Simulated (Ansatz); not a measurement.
# H2OSiZn: the cost of one run

Program: Ansatz 0.2.0, driven from Python. Level of theory: PBE+D4/def2-SVPD. These are calculated values, not measurements.

**1. The system**

Bond lengths: O1–Si2 1.784 Å, O1–Zn3 2.211 Å, Si2–Zn3 2.387 Å, Si2–H4 1.424 Å, Si2–H5 1.473 Å. Angles: O1–Si2–Zn3 62.1°, O1–Si2–H4 108.2°, O1–Si2–H5 109.2°, Zn3–Si2–H4 75.5°, Zn3–Si2–H5 171.2°, H4–Si2–H5 107.9°, Si2–O1–Zn3 72.5°, O1–Zn3–Si2 45.5°.

No structure file is read: the coordinates are typed or built in the script.

**2. The script**

Input file h2osizn_field.py:

```python
"""Dipole of H2OSiZn in the field of point charges."""

import ansatz as az
import numpy as np

GEOMETRY = """
O     1.23640   -0.65380    0.37890
Si   -0.10220    0.49600    0.11670
Zn   -0.65610   -1.75300    0.69490
H    -0.88120    0.02760   -0.97960
H     0.45290    1.80950   -0.25230
"""

molecule = az.Crystal.molecule()
for line in GEOMETRY.strip().splitlines():
    symbol, *xyz = line.split()
    molecule = molecule.atom(symbol, [float(v) for v in xyz])

model = (
    molecule.calculation()
    .basis(gaussian="def2-SVPD")
    .functional("pbe", dispersion="d4")
    .forces()
)
# charges +q and -q at -R and +R make a nearly even field 2 k q / R^2 at the centre
centre = np.mean([site.position_ang for site in molecule.cartesian_sites], axis=0)
field = 2 * 14.399645 * 4.0 / 30.0 ** 2


def dipole(axis, sign):
    arm = 30.0 * np.eye(3)[axis]
    pair = [{"charge": sign * 4.0, "position_ang": (centre - arm).tolist()}, {"charge": -sign * 4.0, "position_ang": (centre + arm).tolist()}]
    deck = model.input().set(az.key.basis.gaussian.point_charges, pair)
    return np.array(az.Session.from_dict(deck).plan().execute().report["charge_distribution"]["dipole_moment_e_ang"])


print(f"field {field:.4f} V/A")
alpha = np.array([(dipole(axis, 1) - dipole(axis, -1)) / (2 * field) * 14.399645 for axis in range(3)])
print("polarisability tensor (A^3)")
print(np.array2string(alpha, precision=3, suppress_small=True))
print(f"mean {np.trace(alpha) / 3:.3f} A^3 = {np.trace(alpha) / 3 / 0.14818471:.2f} bohr^3")
```

**3. The input behind the calls**

The engine receives this input (first run):

```yaml
crystal:
  periodic: [false, false, false]
  atoms:
    - { symbol: O, position_ang: [1.2364, -0.6538, 0.3789] }
    - { symbol: Si, position_ang: [-0.1022, 0.496, 0.1167] }
    - { symbol: Zn, position_ang: [-0.6561, -1.753, 0.6949] }
    - { symbol: H, position_ang: [-0.8812, 0.0276, -0.9796] }
    - { symbol: H, position_ang: [0.4529, 1.8095, -0.2523] }
basis:
  gaussian:
    orbitals: def2-SVPD
    point_charges:
      - { charge: 4.0, position_ang: [-29.99004, -0.014739999999999975, -0.008279999999999987] }
      - { charge: -4.0, position_ang: [30.00996, -0.014739999999999975, -0.008279999999999987] }
hamiltonian:
  xc: pbe
  dispersion: d4
output:
  forces: true
```

**4. Launch**

Command:

```bash
$ python h2osizn_field.py
```

What time and memory should one allow on 1 thread of AMD EPYC 7B13 (Zen 3), shared host?

About 15 s, with a peak of 0.2 GiB.
